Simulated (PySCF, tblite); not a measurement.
**C₂H₇NSeSi₂: geometry, infrared bands and NMR shifts**

Wanted: the infrared bands and NMR shifts of C₂H₇NSeSi₂ (`N#CC[SiH2][Se][SiH3]`), by calculation.

The runs use tblite 0.8.0 and PySCF 2.14.0, with density-fitted response routines of our own; the level of theory stands in each step. All values are computed, except where a source is named. Atoms are numbered from 0 throughout.

### Step 1. The starting structure

13 atoms, charge 0, multiplicity 1; geometry from: force field or distance geometry start.

Bonds of the start (Å): N0–C1 1.16, C1–C2 1.48, C2–Si3 1.85, Si3–Se4 2.30, Se4–Si5 2.29, C2–H6 1.10, C2–H7 1.09, Si3–H8 1.46, Si3–H9 1.47, Si5–H10 1.47, Si5–H11 1.48, Si5–H12 1.49.

### Step 2. Geometry optimisation with GFN2-xTB

The job: settings as JSON, then the geometry in Å.

```
{"job": {"kind": "relax", "xc": "GFN2-xTB", "basis": "xTB"}, "charge": 0, "multiplicity": 1}
N     -1.232400     2.281700    -1.327100
C     -1.523000     1.397800    -0.627600
C     -1.851100     0.287500     0.292000
Si    -0.876600    -1.195800    -0.217900
Se     0.913100    -1.317500     1.225300
Si     2.502500     0.080900     0.354300
H     -1.555100     0.629200     1.292400
H     -2.916600     0.046100     0.248800
H     -0.339600    -0.946100    -1.547500
H     -1.635200    -2.457200    -0.167000
H      1.894300     0.834800    -0.747500
H      3.647400    -0.687700    -0.186900
H      2.967800     1.046700     1.391000
```

Started as:

```
$ OMP_NUM_THREADS=1 python probes_run.py task.json out
```

The driver reads the jobs from task.json and runs them one after another.

The program printed:

```text
step      E/eV     max force
  0    -473.81261    2.653
  1    -473.84482    5.914
  2    -473.95061    1.395
  3    -473.97475    0.337
  4    -473.98948    0.391
  5    -474.00711    0.531
  6    -474.01599    0.310
  7    -474.02330    0.206
  8    -474.02844    0.283
  9    -474.03248    0.237
 10    -474.03537    0.133
 11    -474.03752    0.105
 12    -474.03892    0.139
 13    -474.03994    0.113
 14    -474.04093    0.107
 15    -474.04192    0.092
 16    -474.04277    0.092
 17    -474.04345    0.079
 18    -474.04412    0.071
 19    -474.04490    0.090
 20    -474.04570    0.096
 21    -474.04640    0.075
 22    -474.04705    0.082
 23    -474.04775    0.070
 24    -474.04841    0.068
 25    -474.04882    0.053
 26    -474.04905    0.038
 27    -474.04927    0.057
 28    -474.04962    0.075
 29    -474.05007    0.076
 30    -474.05048    0.059
 31    -474.05076    0.045
 32    -474.05100    0.047
 33    -474.05130    0.067
 34    -474.05173    0.071
 35    -474.05218    0.064
 36    -474.05252    0.049
 37    -474.05280    0.052
 38    -474.05314    0.068
 39    -474.05357    0.071
 40    -474.05404    0.065
 41    -474.05451    0.070
 42    -474.05506    0.085
 43    -474.05585    0.101
 44    -474.05705    0.110
 45    -474.05852    0.114
 46    -474.06002    0.123
 47    -474.06161    0.125
 48    -474.06314    0.123
 49    -474.06367    0.254
 50    -474.06528    0.112
 51    -474.06609    0.086
 52    -474.06710    0.092
 53    -474.06785    0.096
 54    -474.06908    0.189
 55    -474.07022    0.192
 56    -474.07112    0.080
 57    -474.07139    0.076
 58    -474.07157    0.042
 59    -474.07177    0.040
 60    -474.07206    0.086
 61    -474.07243    0.079
 62    -474.07271    0.086
 63    -474.07289    0.049
 64    -474.07302    0.030
 65    -474.07318    0.041
 66    -474.07346    0.086
 67    -474.07377    0.088
 68    -474.07397    0.058
 69    -474.07407    0.029
 70    -474.07416    0.029
 71    -474.07431    0.068
 72    -474.07450    0.076
 73    -474.07466    0.058
 74    -474.07473    0.024
 75    -474.07478    0.016
 76    -474.07482    0.032
 77    -474.07490    0.047
 78    -474.07499    0.050
 79    -474.07506    0.027
 80    -474.07510    0.018
 81    -474.07514    0.017
 82    -474.07521    0.032
 83    -474.07530    0.043
 84    -474.07541    0.036
 85    -474.07554    0.049
 86    -474.07569    0.054
 87    -474.07587    0.043
 88    -474.07602    0.036
 89    -474.07609    0.018
 90    -474.07612    0.017
 91    -474.07614    0.021
 92    -474.07619    0.033
 93    -474.07628    0.058
 94    -474.07642    0.052
 95    -474.07653    0.034
 96    -474.07658    0.017
 97    -474.07662    0.021
 98    -474.07668    0.044
 99    -474.07684    0.081
100    -474.07724    0.140
101    -474.07800    0.235
102    -474.07881    0.226
103    -474.07972    0.165
104    -474.08052    0.069
105    -474.08098    0.214
106    -474.07930    0.413
107    -474.08252    0.137
108    -474.08330    0.264
109    -474.08464    0.111
110    -474.08654    0.123
111    -474.08024    1.086
112    -474.08860    0.152
113    -474.08948    0.059
114    -474.08902    0.622
115    -474.09069    0.045
116    -474.09105    0.045
117    -474.09129    0.230
118    -474.09158    0.086
119    -474.09180    0.048
120    -474.09235    0.071
121    -474.09279    0.046
122    -474.09303    0.041
123    -474.09325    0.041
124    -474.09351    0.037
125    -474.09372    0.060
126    -474.09394    0.084
127    -474.09424    0.111
128    -474.09468    0.145
129    -474.09524    0.101
130    -474.09584    0.089
131    -474.09631    0.048
132    -474.09647    0.073
133    -474.09675    0.108
134    -474.09704    0.123
135    -474.09758    0.078
136    -474.09790    0.115
137    -474.09824    0.119
138    -474.09856    0.139
139    -474.09885    0.151
140    -474.09918    0.128
141    -474.09950    0.088
142    -474.09979    0.043
143    -474.10011    0.040
144    -474.10053    0.063
145    -474.10106    0.067
146    -474.10175    0.055
147    -474.10247    0.062
148    -474.10320    0.079
149    -474.10397    0.076
150    -474.10482    0.092
151    -474.10570    0.055
152    -474.10656    0.096
153    -474.10698    0.098
154    -474.10786    0.079
155    -474.10882    0.064
156    -474.10945    0.045
157    -474.10990    0.046
158    -474.11033    0.048
159    -474.11084    0.062
160    -474.11142    0.068
161    -474.11202    0.060
162    -474.11238    0.134
163    -474.11205    0.176
164    -474.11283    0.035
165    -474.11293    0.025
166    -474.11305    0.021
167    -474.11309    0.018
168    -474.11313    0.012
169    -474.11315    0.010
```

Wall time 2.1 s (1 thread of Arm Neoverse N1, shared host); peak memory 0.18 GiB.

Along the way: (not every step is listed)

```
step  energy from step 0 (eV)  largest force (eV/Å)
   0                   0.0000                2.6530
   1                  -0.0322                5.9143
   2                  -0.1380                1.3954
   3                  -0.1621                0.3370
   4                  -0.1769                0.3912
   5                  -0.1945                0.5306
   6                  -0.2034                0.3099
   7                  -0.2107                0.2058
   8                  -0.2158                0.2825
  23                  -0.2351                0.0700
  38                  -0.2405                0.0684
  53                  -0.2552                0.0961
  68                  -0.2614                0.0580
  83                  -0.2627                0.0427
  98                  -0.2641                0.0445
 113                  -0.2769                0.0590
 128                  -0.2821                0.1448
 143                  -0.2875                0.0402
 158                  -0.2977                0.0478
 164                  -0.3002                0.0352
 165                  -0.3003                0.0250
 166                  -0.3004                0.0214
 167                  -0.3005                0.0185
 168                  -0.3005                0.0122
 169                  -0.3005                0.0097
```

Close pairs (by a distance rule), those that changed most:

```
   bond  before (Å)  after (Å)  change (Å)
 C2–Si3       1.847      1.926      +0.079
  C1–C2       1.479      1.424      -0.054
Si5–H12       1.491      1.453      -0.038
Si3–Se4       2.302      2.269      -0.033
Se4–Si5       2.289      2.316      +0.026
Si5–H11       1.481      1.458      -0.024
  N0–C1       1.164      1.145      -0.019
 Si3–H9       1.473      1.457      -0.016
```

The final coordinates are the input of the step that follows.

### Step 3. Harmonic vibrations with GFN2-xTB

The job: settings as JSON, then the geometry in Å.

```
{"job": {"kind": "ir", "xc": "GFN2-xTB", "basis": "xTB"}, "charge": 0, "multiplicity": 1}
N     -0.327920     2.278015    -0.450232
C     -1.022484     1.424834    -0.131483
C     -1.822277     0.308720     0.246865
Si    -0.899917    -1.316650    -0.218210
Se     1.060681    -1.480613     0.912277
Si     2.360569     0.254567     0.098884
H     -2.000418     0.347684     1.322623
H     -2.782133     0.359881    -0.265678
H     -0.657272    -1.311115    -1.659477
H     -1.716563    -2.437971     0.227636
H      1.982188     0.435157    -1.294703
H      3.709953    -0.274978     0.253122
H      2.111206     1.412955     0.940647
```

The program printed:

```text
mode    cm-1     km/mol
  1      26.8      9.37
  2      55.2      8.07
  3      96.9      1.42
  4     108.3      0.80
  5     150.7      0.72
  6     171.7     11.02
  7     329.1     41.98
  8     360.6     26.98
  9     374.4      2.19
 10     421.3     17.74
 11     484.7     21.63
 12     517.4     40.09
 13     539.2     14.43
 14     574.8      4.06
 15     646.5    177.16
 16     709.8    158.01
 17     734.5     42.96
 18     739.6    285.55
 19     743.4    435.52
 20     760.1    284.38
 21     765.7    340.95
 22    1018.3     11.88
 23    1067.8      3.45
 24    1163.7     81.57
 25    1403.5      9.53
 26    2272.6    191.02
 27    2310.4    304.58
 28    2316.2     78.15
 29    2329.3    232.54
 30    2348.7    215.26
 31    2391.8    232.31
 32    2976.4     11.67
 33    2992.9      6.93
```

Run time: 0.83 s. Hardware: 1 thread of Arm Neoverse N1, shared host; peak memory 0.18 GiB.

Which atoms move in the most intense modes:

| cm⁻¹ | km/mol | atoms |
| --- | --- | --- |
| 740 | 285.6 | H9 24 %, H12 22 %, H10 21 %, H8 21 % |
| 743 | 435.5 | H10 34 %, H11 32 % |
| 760 | 284.4 | H11 25 %, H12 20 %, H7 11 %, C2 10 % |
| 766 | 340.9 | H11 37 %, H12 23 % |
| 2310 | 304.6 | H11 64 %, H9 33 % |
| 2329 | 232.5 | H10 81 % |
| 2349 | 215.3 | H12 90 % |
| 2392 | 232.3 | C1 60 %, N0 38 % |

### Step 4. Shielding tensors: PBE0/pcSseg-1

Settings changed since step 3:

```diff
@@ -1,2 +1,2 @@
-{"job": {"kind": "ir", "xc": "GFN2-xTB", "basis": "xTB"}, "charge": 0, "multiplicity": 1}
+{"job": {"kind": "nmr", "xc": "PBE0", "basis": "pcSseg-1"}, "charge": 0, "multiplicity": 1}
 N     -0.327920     2.278015    -0.450232
```

Method: GIAO PBE0/pcSseg-1 NMR shielding, non-relativistic, gas phase.

The program printed:

```text
coarse grid: 52944 points
cycle   1  E = -3114.7034913359  dE = -5.453e-01  |g| = 7.689e-01  |ddm| = 3.504e+00
cycle   2  E = -3114.5837581537  dE =  1.197e-01  |g| = 9.212e-01  |ddm| = 1.186e+00
cycle   3  E = -3114.7224605735  dE = -1.387e-01  |g| = 4.450e-01  |ddm| = 9.774e-01
cycle   4  E = -3114.7633830305  dE = -4.092e-02  |g| = 4.480e-02  |ddm| = 2.810e-01
cycle   5  E = -3114.7637394242  dE = -3.564e-04  |g| = 1.388e-02  |ddm| = 4.811e-02
cycle   6  E = -3114.7637885216  dE = -4.910e-05  |g| = 2.687e-03  |ddm| = 1.487e-02
cycle   7  E = -3114.7637896864  dE = -1.165e-06  |g| = 5.997e-04  |ddm| = 2.738e-03
final grid: 107944 points
cycle   8  E = -3114.7638069369  dE =  9.220e-08  |g| = 1.001e-03  |ddm| = 2.231e-03
cycle   9  E = -3114.7638061670  dE =  7.700e-07  |g| = 2.142e-03  |ddm| = 2.330e-03
cycle  10  E = -3114.7638071557  dE = -9.888e-07  |g| = 2.360e-04  |ddm| = 1.502e-03
cycle  11  E = -3114.7638071680  dE = -1.227e-08  |g| = 2.075e-05  |ddm| = 2.523e-04
cycle  12  E = -3114.7638071681  dE = -7.913e-11  |g| = 3.768e-06  |ddm| = 2.210e-05
converged SCF energy = -3114.7638071681

GIAO shielding tensors (ppm)
atom      isotropic    diamagn.    paramagn.     s11        s22        s33       span
  0 N      -33.924     340.960    -374.883   -207.237   -190.734    296.200    503.437
  1 C       61.851     264.624    -202.774    -53.801    -46.852    286.205    340.007
  2 C      182.030     257.043     -75.013    174.956    184.574    186.561     11.604
  3 Si     370.823     879.973    -509.150    311.944    382.502    418.023    106.079
  4 Se    2379.190    3004.742    -625.552   2274.446   2350.482   2512.643    238.197
  5 Si     403.148     880.100    -476.952    370.426    402.905    436.114     65.689
  6 H       29.933      30.169      -0.236     26.668     27.202     35.928      9.260
  7 H       30.066      28.145       1.921     24.686     27.467     38.044     13.358
  8 H       26.441      29.532      -3.091     21.778     24.787     32.758     10.980
  9 H       26.766      28.646      -1.879     22.104     24.853     33.343     11.239
 10 H       26.568      30.699      -4.130     22.903     24.849     31.952      9.049
 11 H       26.945      28.823      -1.879     22.236     24.808     33.790     11.554
 12 H       26.452      30.424      -3.972     22.082     24.800     32.473     10.391
```

Run time: 57 s. Hardware: 1 thread of Arm Neoverse N1, shared host; peak memory 0.84 GiB.

The references, computed at this level on geometries of the same kind, shield at (ppm): 1H TMS 31.72, 13C TMS 186.9, 29Si TMS 349.2, 15N NH3 267.7, 77Se Me2Se 1758. Their shielding less the atom's gives the shift. The references are single molecules in the gas phase, so shifts against H2O, NH3, PH3, H3PO4 or CFCl3 are not on the usual liquid scales and can be off by tens of ppm. Atoms listed in one row are averaged.

| atoms | environment | σ (ppm) | δ (ppm) |
| --- | --- | --- | --- |
| C1 | nitrile carbon | 61.9 | 125.1 |
| C2 | sp3 CH2 bonded to Si, α to a nitrile | 182.0 | 4.9 |
| H8, H9 | hydrogen on a silicon bonded to C, Se | 26.60 | 5.11 |
| H10, H11, H12 | hydrogen on a silicon bonded to Se | 26.65 | 5.06 |
| H6, H7 | hydrogen on an sp3 CH2 bonded to Si, α to a nitrile | 30.00 | 1.72 |
| N0 | nitrile nitrogen | -33.9 | 301.7 |
| Si3 | silicon bonded to C, Se, 2 H | 370.8 | -21.7 |
| Si5 | silicon bonded to Se, 3 H | 403.1 | -54.0 |
| Se4 | selenium bonded to 2 Si | 2379 | -621 |

Charges from the same density, by scheme (e):

| atoms | Mulliken | IAO | Hirshfeld | ESP fit |
| --- | --- | --- | --- | --- |
| N0 | -0.27 | -0.27 | -0.22 | -0.46 |
| C1 | 0.04 | 0.14 | 0.08 | 0.34 |
| C2 | -0.48 | -0.59 | -0.13 | -0.29 |
| Si3 | 0.65 | 0.66 | 0.32 | 0.26 |
| Se4 | -0.63 | -0.35 | -0.14 | -0.30 |
| Si5 | 0.52 | 0.51 | 0.29 | 0.29 |

Mayer bond orders: N0–C1 2.99, C1–C2 1.05, C2–Si3 0.82, Si3–Se4 1.02, Se4–Si5 0.86.

Orbitals, density, ELF and potential are computed afterwards from the orbital file.

Frontier orbitals at PBE0/pcSseg-1, with the share of their density that lies nearest to each atom:

```csv
orbital,energy (eV),lies on
HOMO,-7.09,Se4 80 %
LUMO,-0.47,Se4 20 %; Si5 15 %; Si3 12 %
```

ELF in a plane through or near 6 of the atoms.

Ten even steps from ' ' (0.00) to '@' (1.00):
```
                                                        
                                                        
                        ..::::..                        
                      --**##**==::..                    
                      ==##%%##++==::                    
              ::--    --####%%%%**++..                  
            ..++%%++  ..++**%%--==**::..::              
            ::##@@@@==  ..++**::##%%++%%@@%%::          
          ..::==++++==..  ..==##%%::--@@@@@@==          
      --##%%##..##++..::      ==##====%%@@%%::          
      %%@@@@@@::%%**..++--::::++%%@@##==--..            
      @@@@@@@@@@::--####++**==..--..==..                
      %%@@@@@@@@==**##**++##==++##..++==                
      ::%%@@**..  ++####**##**....%%@@@@%%::            
        ..::      **%%%%%%##==--##@@@@@@@@==            
                ..++##%%##++....++@@@@@@@@::            
                  --++****--    ..%%@@%%--              
                      ....          ..                  
                                                        
                                                        
```
The map spans 12.5 Å across and 9.8 Å up, centred on the molecule. Atoms in the plane (x, y in Å): C1 (0.8, 1.5), C2 (1.8, 0.5), Si3 (1.1, -1.2), Si5 (-2.4, 0.0), H9 (2.0, -2.2), H11 (-3.6, -0.7).

log10 of the density (e/Å³) in the same plane.

Ten even steps from ' ' (-4.0) to '@' (1.5):
```
                                                        
                      ....::::::..                      
                    ..::----------::..                  
                ....::====++++++==--::..                
            ....::::--==++******++==--::..              
        ....::------==++**######**++==----::..          
        ..::--====++====++**######**++====--::..        
      ..::--==++****++==++++########****++==--..        
    ..::--==++********++==++**####%%####**++--::        
  ..::--==++****@@%%**++++==++**######****==--..        
  ..::==++****##@@@@****++++++**####**++++==::..        
  ..::==++**##****************##%%****++==--::          
  ..::==++******++************%%@@##**++==--..          
    ..----========++************######++==--::..        
      ::::------==++********++++**####**==--::          
        ......::--==++++++++====++++++++==::..          
              ..::--========----======----::..          
                ..::::----::::::::::::::....            
                    ....................                
                                                        
```
The map spans 12.5 Å across and 9.8 Å up, centred on the molecule. Atoms in the plane (x, y in Å): C1 (0.8, 1.5), C2 (1.8, 0.5), Si3 (1.1, -1.2), Si5 (-2.4, 0.0), H9 (2.0, -2.2), H11 (-3.6, -0.7).

On the surface of density 0.002 e/bohr³ the electrostatic potential runs, from the 1st to the 99th percentile, from -1.65 V near N0 to 1.58 V near H7.

### Step 5. Results

```
                                                              quantity                 value
                             strongest single infrared mode (GFN2-xTB)  743 cm⁻¹, 436 km/mol
                                          zero-point energy (GFN2-xTB)         48.5 kcal/mol
                                13C shifts against TMS (PBE0/pcSseg-1)        125.1, 4.9 ppm
1H shifts against TMS (PBE0/pcSseg-1, means over atoms taken as alike)  5.11, 5.06, 1.72 ppm
                                15N shifts against NH3 (PBE0/pcSseg-1)             301.7 ppm
                               29Si shifts against TMS (PBE0/pcSseg-1)      -21.7, -54.0 ppm
                             77Se shifts against Me2Se (PBE0/pcSseg-1)              -621 ppm
                                 surface potential, 1st and 99th percentile    -1.65 V and 1.58 V
```

**Reading.** Over 169 steps the energy fell by 0.301 eV; of the close pairs, C2–Si3 changed most, 1.847 to 1.926 Å. No mode is imaginary among the 33: a minimum at this level. Unscaled tight-binding wavenumbers are off by several per cent, some by more. Its intensities can rank the bands wrongly. C1 (nitrile carbon) lies farthest downfield among carbon, at 125.1 ppm; C≡N carbons fall here, among the sp2 signals but without a proton. At PBE0/pcSseg-1: The largest span, 503 ppm, is at N0, where the paramagnetic term is -375 ppm. At PBE0/pcSseg-1, counted by nearest atom on the grid, the HOMO lies on Se4 80 %, the LUMO on Se4 20 %; Si5 15 %. Spin-orbit coupling is left out, which matters for shieldings and couplings at and beside the heavy atoms.
